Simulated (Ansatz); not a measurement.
# Hf2: the cost of one run

The runs use Ansatz 0.2.0, Gaussian basis; def2-QZVPP, core rule «outside noble gas», up to 8 orbitals frozen.

Plan: UHF; ROHF; CCSD(T) on UHF.

### Step 1. The system

The geometry is a PBE0/def2-TZVP stationary point (not a proven minimum) of the parent state, kept for this charge and spin. No spin-orbit coupling is included. Elements past krypton take def2 core potentials.

2 atoms, charge 0, spin multiplicity 7.

Atoms are counted from 1 here; the program's logs count them from 0.

Bond lengths: Hf1–Hf2 2.714 Å.

### Step 2. UHF

Contents of in.yaml:

```yaml
crystal:
  periodic: [false, false, false]
  atoms:
    - {symbol: Hf, position_ang: [0.000000, 0.000000, 0.000000]}
    - {symbol: Hf, position_ang: [0.000000, 0.000000, 2.713600]}
basis:
  gaussian: {orbitals: "def2-QZVPP.json"}
magnetization: {spin_polarized: true, initial_magnetization: 6}
hamiltonian: {xc: hf}
output: {orbitals: {seedname: orbitals}}
```

Run with:

```sh
> ansatz run in.yaml --threads 1 --pin off --events-out ev --progress --plain --max-ram 4096MiB --backend cpu
```

**Question.** How long does this run take on 1 thread of AMD EPYC 7R13, shared host, and how much memory does it need?

About 43 s, with a peak of 0.44 GiB.
